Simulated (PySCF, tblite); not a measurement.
**C₃H₁₀F₂N₂Si: geometry, infrared bands and NMR shifts**

What infrared bands and NMR shifts should C₃H₁₀F₂N₂Si (`NC[C@H]([SiH2]N)C(F)F`) show?

Programs: tblite 0.8.0 and PySCF 2.14.0, with density-fitted response routines of our own. Each step states its level of theory. These are calculated values for one molecule in the gas phase, unless marked as measured. Atoms are numbered from 0 throughout.

### Step 1. The molecule as given

18 atoms, charge 0, multiplicity 1; geometry from: force field or distance geometry start.

Bonds of the start (Å): N0–C1 1.42, C1–C2 1.52, C2–Si3 1.86, Si3–N4 1.80, C2–C5 1.50, C5–F6 1.38, C5–F7 1.39, N0–H8 1.02, N0–H9 1.05, C1–H10 1.10, C1–H11 1.14, C2–H12 1.13, Si3–H13 1.49, Si3–H14 1.45, N4–H15 1.05, N4–H16 1.04, C5–H17 1.11.

### Step 2. Relaxing the molecule with GFN2-xTB

Job settings and geometry (Å):

```
{"job": {"kind": "relax", "xc": "GFN2-xTB", "basis": "xTB"}, "charge": 0, "multiplicity": 1}
N     -2.080300    -0.192200    -0.937500
C     -1.655800     0.365800     0.292900
C     -0.202800     0.104800     0.662300
Si     0.975100     0.807800    -0.600600
N      2.556400    -0.053300    -0.558700
C      0.063200    -1.338500     0.988200
F     -0.210500    -2.200400    -0.049400
F      1.417400    -1.441400     1.304800
H     -1.377000    -0.616800    -1.540300
H     -2.697100     0.466000    -1.475600
H     -1.764600     1.462300     0.218300
H     -2.346500    -0.000100     1.118400
H     -0.030800     0.669700     1.624800
H      1.277400     2.190800    -0.148200
H      0.431500     0.885000    -1.945900
H      3.176200     0.452300    -1.234600
H      2.985900     0.038200     0.380000
H     -0.526300    -1.593800     1.889500
```

On the command line:

```console
$ OMP_NUM_THREADS=1 python probes_run.py task.json out
```

The driver reads the jobs from task.json and runs them one after another.

**Question.** This job is followed by: GFN2-xTB harmonic vibrations, gas phase; GIAO PBE0/pcSseg-1 NMR shielding, non-relativistic, gas phase. Predict these results of the whole session: strongest single infrared mode (GFN2-xTB); zero-point energy (GFN2-xTB); 13C shifts against TMS (PBE0/pcSseg-1); 1H shifts against TMS (PBE0/pcSseg-1, means over atoms taken as alike); 15N shifts against NH3 (PBE0/pcSseg-1); 29Si shifts against TMS (PBE0/pcSseg-1); 19F shifts against CFCl3 (PBE0/pcSseg-1); surface potential, 1st and 99th percentile.

**Answer**, as computed:

| quantity | value |
| --- | --- |
| strongest single infrared mode (GFN2-xTB) | 2211 cm⁻¹, 370 km/mol |
| zero-point energy (GFN2-xTB) | 85.3 kcal/mol |
| 13C shifts against TMS (PBE0/pcSseg-1) | 129.9, 46.9, 43.5 ppm |
| 1H shifts against TMS (PBE0/pcSseg-1, means over atoms taken as alike) | 6.41, 5.47, 4.66, 3.31, 3.14, 1.45, 0.59, 0.22 ppm |
| 15N shifts against NH3 (PBE0/pcSseg-1) | 42.9, 5.3 ppm |
| 29Si shifts against TMS (PBE0/pcSseg-1) | -37.4 ppm |
| 19F shifts against CFCl3 (PBE0/pcSseg-1) | -121.4, -125.9 ppm |
| surface potential, 1st and 99th percentile | -1.64 V and 1.43 V |

Relaxing lowered the energy by 0.906 eV in 176 steps; the close pair that moved most is Si3–N4, from 1.801 to 1.717 Å. No mode is imaginary among the 48: a minimum at this level. The strongest single mode, at 2211 cm⁻¹, moves mainly H14. GFN2-xTB is a fitted tight-binding method: band positions and strengths are rough. Its intensities can rank the bands wrongly. H17 (hydrogen on an sp3 CH bonded to 2 F) lies farthest downfield among hydrogen, at 6.41 ppm; its carbon carries F, hence the downfield position.
